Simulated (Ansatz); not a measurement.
C₂H₅Ge, SMILES C=[CH][GeH2], a single point from an input written key by key

Computed with the Python package of Ansatz (0.2.0).

Typed at the interpreter:
```pycon
>>> import ansatz as az
>>> import numpy as np
>>> DECK = '''
... crystal:
...   periodic: [false, false, false]
...   atoms:
...     - { symbol: C, position_ang: [-0.5324, 1.1369, -0.4732] }
...     - { symbol: C, position_ang: [-0.5843, 0.0019, 0.1382] }
...     - { symbol: Ge, position_ang: [1.0384, -0.8234, 0.6566] }
...     - { symbol: H, position_ang: [-1.445, 1.6507, -0.7841] }
...     - { symbol: H, position_ang: [0.3521, 1.6874, -0.7229] }
...     - { symbol: H, position_ang: [-1.519, -0.4813, 0.3508] }
...     - { symbol: H, position_ang: [1.9759, -1.0692, -0.579] }
...     - { symbol: H, position_ang: [0.8064, -2.1602, 1.3577] }
... magnetization:
...   spin_polarized: true
...   initial_magnetization: 1
... basis:
...   gaussian: { orbitals: def2-SVP }
... hamiltonian:
...   xc: pbe0
... output:
...   forces: true
... '''
>>> session = az.Session.from_yaml(DECK)
>>> report = session.plan(threads=1).execute().report
>>> print('reference energy %16.6f eV' % report['reference_energy_ev'])
reference energy    -58652.978965 eV
>>> print('total energy     %16.6f eV' % report['free_energy_ev'])
total energy        -58652.978965 eV
>>> print('occupied orbitals outside the frozen core (up, down):', report['n_occupied'], ' frozen:', report['n_frozen'], ' virtual:', report['n_virtual'])
occupied orbitals outside the frozen core (up, down): [25, 24]  frozen: 0  virtual: [60, 61]
>>> symbols = ['C', 'C', 'Ge', 'H', 'H', 'H', 'H', 'H']
>>> print('forces (eV/A)')
forces (eV/A)
>>> for symbol, f in zip(symbols, report['forces_ev_ang']):
...     print(f'  {symbol:2s} {f[0]:9.4f} {f[1]:9.4f} {f[2]:9.4f}')
...
  C    -1.2930    2.7639   -1.4940
  C     0.5769   -2.1293    1.0642
  Ge    0.9314   -0.5559   -0.1378
  H    -0.2185    0.0726   -0.1066
  H     0.9624    0.2361   -0.0798
  H    -0.7597   -0.2584    0.2470
  H    -0.1600    0.1603    0.3087
  H    -0.0395   -0.2893    0.1982
>>> charges = report['charge_distribution']
>>> dipole = np.array(charges['dipole_moment_e_ang']) * 4.803205
>>> print('dipole (D): {:.3f} {:.3f} {:.3f}, length {:.3f}'.format(*dipole, np.linalg.norm(dipole)))
dipole (D): -0.675 0.538 -0.255, length 0.900
>>> print('atom  Mulliken   Lowdin')
atom  Mulliken   Lowdin
>>> for symbol, m, l in zip(symbols, charges['mulliken_charges_e'], charges['lowdin_charges_e']):
...     print(f'{symbol:4s} {m:9.3f} {l:8.3f}')
...
C       -0.048    0.024
C       -0.187   -0.102
Ge       0.180    0.142
H        0.051    0.008
H        0.052    0.009
H        0.056    0.021
H       -0.047   -0.044
H       -0.058   -0.057
```

Notes:
- Total energies depend on the basis set; only differences at equal settings carry meaning.
- The geometry is a force-field or estimated start, not a minimum of this method, and the basis set is short of its limit.
- The run takes the species as open-shell (spin multiplicity 2), which needn't be its ground state.
- The Löwdin charges here are taken after orthogonalising the functions within each atom; they differ from plain Löwdin charges, and their signs can be unphysical.
- Wall time of the script: 13 s on 1 thread of AMD EPYC 7571 (shared host), peak memory 0.28 GiB.
